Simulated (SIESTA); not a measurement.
## Al3Ag under changes of volume

One of the cells (17.338 Å³/atom); the others are scaled copies at fixed shape and fractional positions:

```
Ag Al
1.0
     4.10854    0.00000    0.00000
     0.00000    4.10854    0.00000
     0.00000    0.00000    4.10854
Ag Al
1 3
Direct
  0.00000 0.00000 0.00000
  0.50000 0.50000 0.00000
  0.50000 0.00000 0.50000
  0.00000 0.50000 0.50000
```

The cell comes from a database or a generator and needn't be the stable form of this composition.

| Quantity | Value |
| --- | --- |
| Program | SIESTA 5.4.2 |
| Functional | PBEsol |
| Potentials or basis | PseudoDojo 0.4 standard (PBEsol files) |
| Basis | DZP (energy shift 0.003 Ry; two zetas on semicore shells) |
| Grid cutoff | 800 Ry |
| Energy shift | 0.003 Ry |
| k mesh | 7 × 7 × 7 |
| Occupations | fermi-dirac, width 0.05 eV |
| Spin | no spin polarisation |

```tsv
volume (Å³/atom)	energy over the lowest point (meV/atom)	pressure (GPa)
15.978	2.31	2.3
16.318	0.00	0.1
16.658	2.03	-1.8
17.338	17.10	-5.0
17.678	?	?
18.018	44.00	-7.5
```

Task: What does the run at 17.678 Å³/atom give?

Result: Energy over the lowest point 29.24 meV/atom; pressure -6.3 GPa.

Worked out: A Birch-Murnaghan fit of order 3 (a polynomial in V^(-2/3)) to the other rows has its minimum at 16.32 Å³/atom with B0 = V·E''(V) = 98 GPa and B' = 5.2. It gives 29.26 meV/atom at 17.678 Å³/atom, against the run's 29.24, and -dE/dV = -6.4 GPa, against -6.3.

Energies are extrapolated to zero smearing.

Caveats: short orbitals over semicore shells can move pressures by several GPa; the basis of atomic orbitals isn't converged, which shifts pressures, moduli and gaps.
